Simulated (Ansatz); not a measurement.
# Zr3TiN4: the cost of one run

Program: Ansatz 0.2.0. Level of theory: DFT PBE, scalar-relativistic, plane waves, PAW. These are calculated values, not measurements.

1 further run of the same task is left out (it didn't finish). Runs told in other sessions of the task aren't counted.

### Step 1. The structure to begin with

It takes space group P4/mmm (No. 123, tetragonal). Conventional cell: a = 3.204 Å, b = 3.204 Å, c = 9.033 Å, α = 90.00°, β = 90.00°, γ = 90.00°. Around Zr (site symmetry 4mm) lie 6 N at 2.18 to 2.33 Å. Zr (site symmetry 4/mmm) has 6 N at 2.27 to 2.32 Å in its first shell of neighbours. Ti (site symmetry 4/mmm) has 6 N at 2.19 to 2.27 Å in its first shell of neighbours. N (site symmetry 4/mmm) has 2 Zr at 2.18 Å and 4 Ti at 2.27 Å in its first shell of neighbours. N (site symmetry 4mm) is surrounded by 1 Ti at 2.19 Å and 5 Zr at 2.27 to 2.32 Å. N (site symmetry 4/mmm) is surrounded by 6 Zr at 2.27 to 2.33 Å.

As a file:

```
Zr Ti N
1.0
     3.20393    0.00000    0.00000
     0.00000    3.20393    0.00000
     0.00000    0.00000    9.03306
Zr Ti N
3 1 4
Direct
  0.00000 0.00000 0.74163
  0.00000 0.00000 0.25837
  0.50000 0.50000 0.00000
  0.50000 0.50000 0.50000
  0.00000 0.00000 0.50000
  0.50000 0.50000 0.25725
  0.00000 0.00000 0.00000
  0.50000 0.50000 0.74275
```

It is the end of an earlier relaxation with the same method, from a generated guess; it needn't be the stable form of this composition. At a tolerance of 0.05 Å it has space group P4/mmm (No. 123); it has 11.59 Å³/atom, an uncorrected energy of -1.68 eV/atom over the elements.

### Step 2. Bands, states and charges

input.yaml

```yaml
crystal:
  lattice:
    - [3.2039331, 0.0, 0.0]
    - [0.0, 3.2039331, 0.0]
    - [0.0, 0.0, 9.0330583]
  atoms:
    - { symbol: Zr, position: [0.0, 0.0, 0.741633] }
    - { symbol: Zr, position: [0.0, 0.0, 0.258367] }
    - { symbol: Zr, position: [0.5, 0.5, 0.0] }
    - { symbol: Ti, position: [0.5, 0.5, 0.5] }
    - { symbol: "N", position: [0.0, 0.0, 0.5] }
    - { symbol: "N", position: [0.5, 0.5, 0.257252] }
    - { symbol: "N", position: [0.0, 0.0, 0.0] }
    - { symbol: "N", position: [0.5, 0.5, 0.742748] }
basis:
  ecutwfc: 420
kpoints:
  mp_grid: { grid: [12, 12, 4] }
  band_path:
    path:
      - [[0.0, 0.0, 0.0], [0.0, 0.5, 0.0], [0.5, 0.5, 0.0], [0.0, 0.0, 0.0], [0.0, 0.0, 0.5], [0.0, 0.5, 0.5], [0.5, 0.5, 0.5], [0.0, 0.0, 0.5]]
      - [[0.0, 0.5, 0.0], [0.0, 0.5, 0.5]]
      - [[0.5, 0.5, 0.0], [0.5, 0.5, 0.5]]
    npoints: 14
hamiltonian:
  xc: pbe
scf:
  occupations: { method: gaussian, width: 0.1 }
  n_extra_bands: 20
output:
  forces: true
  stress: true
  eigenvalues: true
  populations: true
  dos: { projected: true, de: 0.02, nscf_kmesh: { grid: [15, 15, 5] } }
  bader: true
  write_density: true
  write_potential: true
  elf: true
  volumetric_format: npy
```

Started as:

```bash
ansatz run input.yaml --threads 4 --pin off --max-ram 8192MiB --backend cpu --events-out ev --progress --plain --runs-dir out
```

What time and memory should one allow on 4 threads of Arm Neoverse V1, shared host?

About 30 s, with a peak of 0.76 GiB.
